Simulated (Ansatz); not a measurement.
# Pd (Pd, bcc): the cost of one run

Method: DFT r2SCAN, plane waves (500 eV) with PAW, scalar-relativistic; PBE-made PAW files, in Ansatz 0.2.0.

### Step 1. Starting point

Symmetry: Im-3m, No. 229, cubic system. Conventional cell: a = 3.087 Å, b = 3.087 Å, c = 3.087 Å, α = 90.00°, β = 90.00°, γ = 90.00°. Pd (site symmetry m-3m) is surrounded by 8 Pd at 2.67 Å.

Structure file:

```cif
data_structure
_symmetry_space_group_name_H-M 'Im-3m'
_symmetry_Int_Tables_number 229
_cell_length_a 3.0873
_cell_length_b 3.0873
_cell_length_c 3.0873
_cell_angle_alpha 90.000
_cell_angle_beta 90.000
_cell_angle_gamma 90.000
_cell_volume 29.43
loop_
_atom_site_label
_atom_site_type_symbol
_atom_site_symmetry_multiplicity
_atom_site_Wyckoff_symbol
_atom_site_fract_x
_atom_site_fract_y
_atom_site_fract_z
_atom_site_occupancy
Pd1 Pd 2 a 0.00000 0.00000 0.00000 1
```

### Step 2. Geometry optimisation

Input file input.yaml:

```yaml
crystal:
  lattice:
    - [-1.543668153, 1.543668153, 1.543668153]
    - [1.543668153, -1.543668153, 1.543668153]
    - [1.543668153, 1.543668153, -1.543668153]
  atoms:
    - { symbol: Pd, position: [0.0, 0.0, 0.0] }
hamiltonian:
  xc: r2scan
  pseudopotentials:
    kind: paw
    azcp:
      Pd: "pseudopotentials/Pd.paw.azcp"
basis:
  ecutwfc: 500
  fft_grid_basis: typed
kpoints:
  mp_grid: { grid: [14, 14, 14], shift: [0, 0, 0] }
magnetization:
  spin_polarized: false
scf:
  occupations: { method: fermi_dirac, width: 0.1 }
relax:
  max_steps: 60
  f_tol: 0.01
  cell: {}
output:
  write_density: true
  write_potential: true
  elf: true
  volumetric_format: npy
```

On the command line:

```
$ ansatz run input.yaml --threads 1 --pin off --max-ram 3584MiB --backend cpu --events-out ev --progress --plain --runs-dir out
```

What time and memory should one allow on 1 thread of Intel Xeon Platinum 8259CL at 2.50GHz (Skylake/Cascade Lake), shared host?

About 23 s, with a peak of 0.52 GiB.
